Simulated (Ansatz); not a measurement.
# Ti12CN12O: the cost of one run

Method: DFT PBE+D3(BJ), scalar-relativistic, plane waves, PAW, in Ansatz 0.2.0.

3 further runs of the same task are left out: 1 for a known fault of the program, 2 set aside as unsound or not needed. Runs told in other sessions of the task aren't counted.

### Step 1. The system as given

The structure is cubic, space group Fm-3m (No. 225). The conventional cell has a = 4.244 Å, b = 4.244 Å, c = 4.244 Å, α = 90.00°, β = 90.00°, γ = 90.00°. Around Ti (site symmetry m-3m) lie 6 N at 2.12 Å. N (site symmetry m-3m) is surrounded by 6 Ti at 2.12 Å.

Structure file:

```xyz
2
Lattice="0.0000 2.1220 2.1220 2.1220 0.0000 2.1220 2.1220 2.1220 0.0000" Properties=species:S:1:pos:R:3 pbc="T T T"
Ti    0.0000    0.0000    0.0000
N     2.1220    2.1220    2.1220
```

Source of the structure: the Crystallography Open Database.

### Step 6. Setting up the map

Atoms count from 1 in the order of the input.

CO (O end down) is moved over the surface cell at a fixed height above a rigid substrate; the origin of the map has the adsorbate above Ti21; the height is held at 2.70 Å.

First coordinate, position of O25 along the first surface vector, from above Ti21: 6 values from 0.000 to 0.833, periodic. Second coordinate, position of O25 along the second surface vector, from above Ti21: 6 values from 0.000 to 0.833, periodic.

Nothing else is relaxed. Points are written as (first, second).

The two vectors of the plane (Å): (2.974, 0.000, 0.000); (-1.487, 2.575, 0.000).

(The set-up runs are not shown.)

### Step 7. Grid point (0/6, 0/6) of the map's two axes

input.yaml reads:

```yaml
crystal:
  lattice:
    - [5.9473589866, 0.0, 0.0]
    - [-2.9736794933, 5.1505639679, 0.0]
    - [0.0, 0.0, 24.7731729649]
  atoms:
    - { symbol: "N", position: [0.1666666667, 0.3333333333, 0.161464985] }
    - { symbol: "N", position: [0.1666666667, 0.8333333333, 0.161464985] }
    - { symbol: "N", position: [0.6666666667, 0.3333333333, 0.161464985] }
    - { symbol: "N", position: [0.6666666667, 0.8333333333, 0.161464985] }
    - { symbol: Ti, position: [0.3333333333, 0.1666666667, 0.2104695906] }
    - { symbol: Ti, position: [0.3333333333, 0.6666666667, 0.2104695906] }
    - { symbol: Ti, position: [0.8333333333, 0.1666666667, 0.2104695906] }
    - { symbol: Ti, position: [0.8333333333, 0.6666666667, 0.2104695906] }
    - { symbol: "N", position: [0.0, 0.0, 0.2594741961] }
    - { symbol: "N", position: [0.0, 0.5, 0.2594741961] }
    - { symbol: "N", position: [0.5, 0.0, 0.2594741961] }
    - { symbol: "N", position: [0.5, 0.5, 0.2594741961] }
    - { symbol: Ti, position: [0.1666666667, 0.3333333333, 0.3099190185] }
    - { symbol: Ti, position: [0.1666666667, 0.8333333333, 0.3099190185] }
    - { symbol: Ti, position: [0.6666666667, 0.3333333333, 0.3099190185] }
    - { symbol: Ti, position: [0.6666666667, 0.8333333333, 0.3099190185] }
    - { symbol: "N", position: [0.3333333333, 0.1666666667, 0.3593636491] }
    - { symbol: "N", position: [0.3333333333, 0.6666666667, 0.3593636491] }
    - { symbol: "N", position: [0.8333333333, 0.1666666667, 0.3593636491] }
    - { symbol: "N", position: [0.8333333333, 0.6666666667, 0.3593636491] }
    - { symbol: Ti, position: [0.0, 0.0, 0.404597868] }
    - { symbol: Ti, position: [0.0, 0.5, 0.404597868] }
    - { symbol: Ti, position: [0.5, 0.0, 0.404597868] }
    - { symbol: Ti, position: [0.5, 0.5, 0.404597868] }
    - { symbol: O, position: [0.0, 0.0, 0.5135867328] }
    - { symbol: C, position: [0.0, 0.0, 0.560007916] }
basis:
  ecutwfc: 420
kpoints:
  mp_grid: { grid: [6, 6, 1] }
hamiltonian:
  xc: pbe
  pseudopotentials: { kind: paw, azcp: { folder: soft_1 } }
  dispersion: d3bj
scf:
  occupations: { method: gaussian, width: 0.1 }
output:
  forces: true
  eigenvalues: true
efield:
  axis: 3
  dipole_correction: true
  ramp_width: 0.04
```

Started as:

```bash
$ ansatz run input.yaml --threads 4 --pin off --max-ram 12288MiB --backend cpu --events-out ev --progress --plain --runs-dir out
```

**Question.** How long does this run take on 4 threads of Arm Neoverse V2, shared host, and how much memory does it need?

About 36 s, with a peak of 2.1 GiB.
